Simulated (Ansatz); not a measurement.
# ClF₂HSn (SMILES [F][SnH]([F])[Cl]): functionals against CCSD(T) at one geometry

One table from this session's results is given with a row withheld; the runs are named, their logs left out.

The runs use Ansatz 0.2.0, Gaussian basis; single points in def2-TZVPP.

Correlated methods freeze the cores. Filled d shells of the heavier atoms are correlated. Core potentials replace the inner electrons past krypton, and spin-orbit coupling is left out.

### Starting geometry

SMILES `[F][SnH]([F])[Cl]`, 5 atoms, charge 0, spin multiplicity 1.

Atoms are counted from 1 here; the program's logs count them from 0.

Bond lengths: F1–Sn2 1.960 Å, Sn2–F3 1.972 Å, Sn2–Cl4 2.275 Å, Sn2–H5 1.696 Å. Angles: F1–Sn2–F3 102.7°, F1–Sn2–Cl4 103.7°, F1–Sn2–H5 105.4°, F3–Sn2–Cl4 102.8°, F3–Sn2–H5 105.0°, Cl4–Sn2–H5 133.6°.

As a file:

```xyz
5
charge 0, multiplicity 1
F    -0.2236   -0.8220    1.6662
Sn    0.1693   -0.0986   -0.1123
F    -0.2128    1.8241    0.1065
Cl   -1.5742   -0.8174   -1.3847
H     1.8543   -0.1940   -0.2755
```

The first run:

File run/in.yaml:

```yaml
crystal:
  periodic: [false, false, false]
  atoms:
    - {symbol: F, position_ang: [-0.223600, -0.822000, 1.666200]}
    - {symbol: Sn, position_ang: [0.169300, -0.098600, -0.112300]}
    - {symbol: F, position_ang: [-0.212800, 1.824100, 0.106500]}
    - {symbol: Cl, position_ang: [-1.574200, -0.817400, -1.384700]}
    - {symbol: H, position_ang: [1.854300, -0.194000, -0.275500]}
basis:
  gaussian: {orbitals: def2-TZVPP}
correlation: {method: ccsd_t}
```

The command line of these runs was not kept.

Among the steps run: CCSD(T)/def2-TZVPP; PBE0-D4/def2-TZVPP; wB97M-V/def2-TZVPP; r2SCAN-D4/def2-TZVPP; PBE-D4/def2-TZVPP; BHLYP-D4/def2-TZVPP; HSE06-D4/def2-TZVPP.

One of the session's tables, all rows but one given; the rest of the session is left out.

| method | RMS force component (eV/Å) | dipole (D) |
| --- | --- | --- |
| PBE0-D4 | 0.809 | 3.83 |
| wB97M-V | ? | ? |
| r2SCAN-D4 | 0.763 | 3.72 |
| PBE-D4 | 0.563 | 3.57 |
| BHLYP-D4 | 0.955 | 4.05 |
| HSE06-D4 | 0.808 | 3.82 |

**Question.** Estimate the row for wB97M-V.

**Answer.** RMS force component (eV/Å): 0.803; dipole (D): 3.85. In the column «RMS force component (eV/Å)» it lies between r2SCAN-D4 (0.763) and HSE06-D4 (0.808).
